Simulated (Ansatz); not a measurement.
## Cd, space group P6_3/mmc: an all-electron equation of state, step by step

Program: the Python package of Ansatz (0.2.0).

At the Python prompt:
```pycon
>>> import ansatz as az
>>> from ase.eos import EquationOfState
>>> from ase.units import GPa
>>> import numpy as np
>>> vectors0 = np.array([
...     [2.97887, 0.0, 0.0],
...     [-1.489435, 2.579777, 0.0],
...     [0.0, 0.0, 5.61765],
... ])
>>> sites = [
...     ('Cd', (1 / 3, 2 / 3, 0.25)),
...     ('Cd', (2 / 3, 1 / 3, 0.75)),
... ]
>>> def crystal_on(cell):
...     crystal = az.Crystal(lattice=az.Lattice.of(cell))
...     for symbol, position in sites:
...         crystal = crystal.atom(symbol, position)
...     return crystal
...
>>> volumes, energies = [], []
>>> for scale in np.linspace(0.92, 1.08, 5):
...     cell = vectors0 * scale ** (1 / 3)
...     model = (
...         crystal_on(cell).calculation()
...         .scf(tolerance=1e-07, lower_state_search='off')
...         .functional('pbesol')
...         .occupations('fermi_dirac', width=0.3)
...         .kpoints(11, 11, 5)  # sampling of the Brillouin zone
...         .pseudopotentials('all_electron', lapw=True)
...     )
...     rep = model.run(threads=1).report
...     volumes.append(abs(np.linalg.det(cell)) / len(sites))
...     energies.append(rep['free_energy_ev'] / len(sites))
...     print(f'{scale:.3f} {volumes[-1]:9.4f} A^3/atom {energies[-1]:16.5f} eV/atom  (estimated basis error {1000 * rep["lapw_basis_errors"]["total_ev_per_atom"]:.2f} meV/atom)')
...
0.920   19.8585 A^3/atom    -152165.08334 eV/atom  (estimated basis error 0.07 meV/atom)
0.960   20.7219 A^3/atom    -152165.09960 eV/atom  (estimated basis error 0.07 meV/atom)
1.000   21.5853 A^3/atom    -152165.10086 eV/atom  (estimated basis error 0.07 meV/atom)
1.040   22.4487 A^3/atom    -152165.09081 eV/atom  (estimated basis error 0.07 meV/atom)
1.080   23.3121 A^3/atom    -152165.07230 eV/atom  (estimated basis error 0.07 meV/atom)
>>> v0, e0, bulk = EquationOfState(volumes, energies, eos='birchmurnaghan').fit()
>>> print(f'V0 = {v0:.4f} A^3/atom, B0 = {bulk / GPa:.1f} GPa')
V0 = 21.2250 A^3/atom, B0 = 57.4 GPa
```

A third-order Birch-Murnaghan fit through the 5 points has its minimum at 21.23 Å³ an atom, 1.7 % below the typed cell, with a bulk modulus of 58 GPa and dB/dP = 6.0. From that minimum the energy rises by 18.6 meV an atom on the compressed side and 29.6 meV on the expanded side.

Reading the output:
- These settings explore the input space; cutoff and mesh may be short of convergence.
- Shape and fractional positions are held along the curve, so the bulk modulus is an upper value where they are free to relax, by a factor of two or more in layered or hydrogen-bonded cells.
- The mesh is modest for a metal, so energies can be off by several to tens of meV an atom and pressures by half a GPa or more; differences at equal mesh fare better.
- A Fermi-Dirac width this large means warm electrons, whose thermal share enters the free energy.
- Run time: 44 s on 1 thread of Arm Neoverse V2, with other jobs on the host, peak memory 0.43 GiB.
